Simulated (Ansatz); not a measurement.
# KRu: the cost of one run

Computed with Ansatz 0.2.0 (DFT PBE, scalar-relativistic, plane waves, PAW, unless a step's input says otherwise).

**1. The system as given**

The structure is tetragonal, space group I4/mmm (No. 139). The conventional cell has a = 4.674 Å, b = 4.674 Å, c = 5.102 Å, α = 90.00°, β = 90.00°, γ = 90.00°. K (site symmetry 4/mmm) has 2 Ru at 2.55 Å as nearest neighbours. Around Ru (site symmetry 4/mmm) lie 2 K at 2.55 Å.

Structure file:

```cif
data_structure
_symmetry_space_group_name_H-M 'P 1'
_symmetry_Int_Tables_number 1
_cell_length_a 4.1749
_cell_length_b 4.1749
_cell_length_c 4.1749
_cell_angle_alpha 111.923
_cell_angle_beta 111.923
_cell_angle_gamma 104.671
_cell_volume 55.72
loop_
_atom_site_label
_atom_site_type_symbol
_atom_site_fract_x
_atom_site_fract_y
_atom_site_fract_z
_atom_site_occupancy
K1 K 0.50000 0.50000 0.00000 1
Ru1 Ru 0.00000 0.00000 0.00000 1
```

The cell is invented: random cell by space group and Wyckoff sites (I4/mmm, No. 139). Lengths come from tabulated atomic sizes and are only a guess.

**2. A first look at the guess**

The input, input.yaml:

```yaml
crystal:
  lattice:
    - [-2.33687527, 2.33687527, 2.55100617]
    - [2.33687527, -2.33687527, 2.55100617]
    - [2.33687527, 2.33687527, -2.55100617]
  atoms:
    - { symbol: K, position: [0.5, 0.5, 0.0] }
    - { symbol: Ru, position: [0.0, 0.0, 0.0] }
basis:
  ecutwfc: 420
kpoints:
  mp_grid: { grid: [6, 6, 6] }
hamiltonian:
  xc: pbe
scf:
  occupations: { method: gaussian, width: 0.1 }
  lower_state_search: "off"
output:
  forces: true
  stress: true
  eigenvalues: true
```

The run is started by

```sh
> ansatz run input.yaml --threads 1 --pin off --max-ram 2048MiB --backend cpu --events-out ev --progress --plain --runs-dir out
```

What time and memory should one allow on 1 thread of Arm Neoverse V2, shared host?

About 1.7 s, with a peak of 0.37 GiB.
